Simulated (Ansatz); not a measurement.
# LaBRh3: the cost of one run

All numbers are computed with Ansatz 0.2.0, driven from Python. Level of theory: DFT r2SCAN, plane waves, PAW.

### Step 1. The system

It takes space group Pm-3m (No. 221, cubic). The conventional cell has a = 4.242 Å, b = 4.242 Å, c = 4.242 Å, α = 90.00°, β = 90.00°, γ = 90.00°. La (site symmetry m-3m) is surrounded by 12 Rh at 3.00 Å. B (site symmetry m-3m) is surrounded by 6 Rh at 2.12 Å. Around Rh (site symmetry 4/mmm) lie 2 B at 2.12 Å.

The script reads labrh3.extxyz:

```xyz
5
Lattice="4.242 0.0 0.0 0.0 4.242 0.0 0.0 0.0 4.242" Properties=species:S:1:pos:R:3 pbc="T T T"
La    0.00000000    0.00000000    0.00000000
B     2.12100000    2.12100000    2.12100000
Rh    0.00000000    2.12100000    2.12100000
Rh    2.12100000    0.00000000    2.12100000
Rh    2.12100000    2.12100000    0.00000000
```

### Step 2. The script

Input file labrh3_vcrelax.py:

```python
from pathlib import Path

import ansatz as az
from ase import Atoms
from ase.io.cube import read_cube_data
from ase.neighborlist import neighbor_list
from ase.units import Bohr
import matplotlib.pyplot as plt
import numpy as np
from pymatgen.core import Structure
from scipy.ndimage import map_coordinates

def edges_and_angles(cell):
    cell = np.asarray(cell)
    a, b, c = np.linalg.norm(cell, axis=1)
    cosines = cell[1] @ cell[2] / (b * c), cell[0] @ cell[2] / (a * c), cell[0] @ cell[1] / (a * b)
    return (a, b, c, *np.degrees(np.arccos(cosines)))


def main() -> None:
    system = az.Crystal.from_extxyz("labrh3.extxyz")

    setup = (
        system.calculation()
        .kpoints(spacing=0.27)
        .functional(az.Functional.R2SCAN)
        .scf(tolerance=1e-09)
        .occupations("cold", width=0.1)
        .relax(force_tolerance=0.03, fix_cell=["angles"])
        .density()
        .output_files(volumetric_format=["cube", "npy"])
    )
    steps = []


    def collect(event):
        if event["event"] == "relax_step":
            steps.append(event["data"])


    out = setup.session().plan().execute(on_event=collect)
    report = out.report
    for s in steps:
        flag = "" if s["accepted"] else "  (rejected)"
        print("step %2d  E = %.5f eV  largest force component = %.4f eV/A%s" % (s["step"], s["lagrangian_ev"], s["allowed_force_max_ev_ang"], flag))

    first, last = steps[0], steps[-1]
    symbols = [site.symbol for site in out.lattice.sites]
    print(f"energy gained {first['lagrangian_ev'] - last['lagrangian_ev']:.4f} eV in {len(steps) - 1} steps")
    for label, vectors in (("before", first["cell_ang"]), ("after", out.lattice.cell_ang)):
        print(label, "a b c (A) {:.4f} {:.4f} {:.4f}  angles {:.2f} {:.2f} {:.2f}".format(*edges_and_angles(vectors)), f" V = {abs(np.linalg.det(vectors)):.3f} A^3")
    print("final stress xx yy zz (GPa, compression positive):", np.round(np.diag(report["stress_gpa"]), 3) + 0.0)

    fig, (top, bottom) = plt.subplots(2, 1, sharex=True, figsize=(4.5, 4))
    top.plot([s["lagrangian_ev"] - last["lagrangian_ev"] for s in steps], "o-")
    top.set_ylabel("E - E(final) (eV)")
    bottom.semilogy([max(s["allowed_force_max_ev_ang"], 1e-6) for s in steps], "s-")
    bottom.set(xlabel="step", ylabel="largest force (eV/A)")
    fig.tight_layout()
    fig.savefig("relax.png", dpi=100)

    final = Atoms(symbols, positions=last["positions_ang"], cell=out.lattice.cell_ang, pbc=True)
    i, j, d = neighbor_list("ijd", final, 4.5)
    print("neighbours within 1.1 times the shortest distance of each atom (A)")
    for atom in range(len(final)):
        near = [m for m in np.argsort(d) if i[m] == atom]
        shell = [m for m in near if d[m] < 1.1 * d[near[0]]]
        print(f"{symbols[atom]}{atom} ({len(shell)}):", ", ".join(f"{symbols[j[m]]} {d[m]:.3f}" for m in shell))

    for key in ("converged", "n_iterations", "n_electrons", "n_kpoints", "n_pw", "n_symmetry_ops", "free_energy_ev", "fermi_energy_ev"):
        print(f"{key:18s} {report[key]}")

    final = Structure(out.lattice.cell_ang, [s.symbol for s in out.lattice.sites], [s.position_frac for s in out.lattice.sites])
    rho = out.density()
    total = sum(channel.density_e_per_ang3 for channel in rho.channels[:2])
    grid_cell = np.asarray(rho.fft_grid_basis) @ out.lattice.cell_ang
    partner = min(final.get_neighbors(final[0], 5.0), key=lambda n: n.nn_distance)
    line = np.linspace(final[0].coords, partner.coords, 9)
    points = (line @ np.linalg.inv(grid_cell)) * rho.dims
    values = map_coordinates(total, points.T, order=3, mode="grid-wrap")
    print(f"from {final[0].specie} to {partner.specie}, {partner.nn_distance:.3f} A")
    for t, value in zip(np.linspace(0, partner.nn_distance, 9), values):
        print(f"{t:7.3f} A  {value:9.4f} e/A^3")

    folder = Path(out.write_results("cubes"))
    print("\n".join((folder / "rho.cube").read_text().splitlines()[: 6 + 5]))
    values, cube_atoms = read_cube_data(str(folder / "rho.cube"))
    print("electrons from the file:", round(values.mean() * cube_atoms.get_volume() / Bohr ** 3, 3))


if __name__ == "__main__":
    main()
```

### Step 3. What the engine is handed

The package turns the script's settings into the engine's input:

```yaml
crystal:
  lattice:
    - [4.242, 0.0, 0.0]
    - [0.0, 4.242, 0.0]
    - [0.0, 0.0, 4.242]
  atoms:
    - { symbol: La, position: [0.0, 0.0, 0.0] }
    - { symbol: B, position: [0.5, 0.5, 0.5] }
    - { symbol: Rh, position: [0.0, 0.5, 0.5] }
    - { symbol: Rh, position: [0.5, 0.0, 0.5] }
    - { symbol: Rh, position: [0.5, 0.5, 0.0] }
kpoints:
  mp_grid:
    kspacing: 0.27
hamiltonian:
  xc: r2scan
scf:
  convergence:
    dr2_threshold: 1.0e-09
  occupations:
    method: cold
    width: 0.1
relax:
  f_tol: 0.03
  cell:
    fix: [angles]
output:
  write_density: true
  volumetric_format: [cube, npy]
```

### Step 4. Launch

Launch:

```console
python labrh3_vcrelax.py
```

**Question.** How long does this script take on 1 thread of Intel Xeon 6975P-C (Granite Rapids), shared host, and how much memory does it need?

About 16 s, with a peak of 0.74 GiB.
